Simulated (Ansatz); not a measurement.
# Rhodium, beta-Sn type under r²SCAN: ground state and equation of state

What does r²SCAN give for rhodium in the beta-Sn type structure? We relax it, solve it on a dense k-mesh, then scale the cell to 7 volumes from 88 to 112 % of the relaxed one and try a fit of the equation of state. The start is ferromagnetic. The k-meshes are 14×14×9 for the relaxation; 25×25×12 for the dense run; 17×17×8 for the volumes.

Method: DFT r2SCAN, plane waves (500 eV) with PAW, scalar-relativistic; PBE-made PAW files, in Ansatz 0.2.0.

### Step 1. The structure to begin with

It takes space group I4_1/amd (No. 141, tetragonal). Conventional cell: a = 4.729 Å, b = 4.729 Å, c = 2.582 Å, α = 90.00°, β = 90.00°, γ = 90.00°. Rh (site symmetry -4m2) is surrounded by 6 Rh at 2.45 to 2.58 Å.

Coordinates:

```xyz
2
Lattice="-2.3647 2.3647 1.2911 2.3647 -2.3647 1.2911 2.3647 2.3647 -1.2911" Properties=species:S:1:pos:R:3 pbc="T T T"
Rh    0.0000    0.0000    0.0000
Rh    0.0000    2.3647    0.6456
```

The atoms start with moments of +1 ×2 μB.

### Step 2. Relaxation of the cell

input.yaml reads:

```yaml
crystal:
  lattice:
    - [-2.3646850272, 2.3646850272, 1.2911180249]
    - [2.3646850272, -2.3646850272, 1.2911180249]
    - [2.3646850272, 2.3646850272, -1.2911180249]
  atoms:
    - { symbol: Rh, position: [0.0, 0.0, 0.0], spin: 1.0 }
    - { symbol: Rh, position: [0.75, 0.25, 0.5], spin: 1.0 }
hamiltonian:
  xc: r2scan
  pseudopotentials:
    kind: paw
    azcp:
      Rh: "pseudopotentials/Rh.paw.azcp"
basis:
  ecutwfc: 500
  fft_grid_basis: typed
kpoints:
  mp_grid: { grid: [14, 14, 9], shift: [0, 0, 0] }
magnetization:
  spin_polarized: true
scf:
  occupations: { method: fermi_dirac, width: 0.05 }
relax:
  max_steps: 60
  f_tol: 0.01
  cell: {}
output:
  write_density: true
  write_potential: true
  elf: true
  volumetric_format: npy
```

Started as:

```
ansatz run input.yaml --threads 2 --pin off --max-ram 6144MiB --backend cpu --events-out ev --progress --plain --runs-dir out
```

After this run come: The energy on a finer k-mesh; At 88 % of the relaxed volume; At 92 % of the relaxed volume; At 96 % of the relaxed volume; At 100 % of the relaxed volume; At 104 % of the relaxed volume; At 108 % of the relaxed volume; At 112 % of the relaxed volume.

What does the calculation give? Wanted: space group; conventional cell; volume; shortest distance; gap on the mesh; magnetic state; relative to fcc.

As calculated:

| quantity | value |
| --- | --- |
| space group (spins left aside) | P6_3/mmc (No. 194) |
| conventional cell | a = 2.701 Å, c = 4.357 Å (c/a = 1.613) |
| volume | 13.767 Å³/atom |
| shortest distance | 2.678 Å |
| gap on the mesh | none (levels filled in part) |
| magnetic state | non-magnetic |
| relative to fcc | +47 meV/atom |

The relaxation shrank the cell by 4.7 % in volume. What began as beta-Sn type has relaxed into hcp. What follows belongs to that structure, not to the type named at the start. The mesh has less symmetry than the lattice, which may have let the distortion in. It lies 47 meV/atom above the element's reference form at the same level (fcc, from a run of its own). The moments die out: the run ends non-magnetic. Levels at the Fermi energy are filled in part, as in a metal.
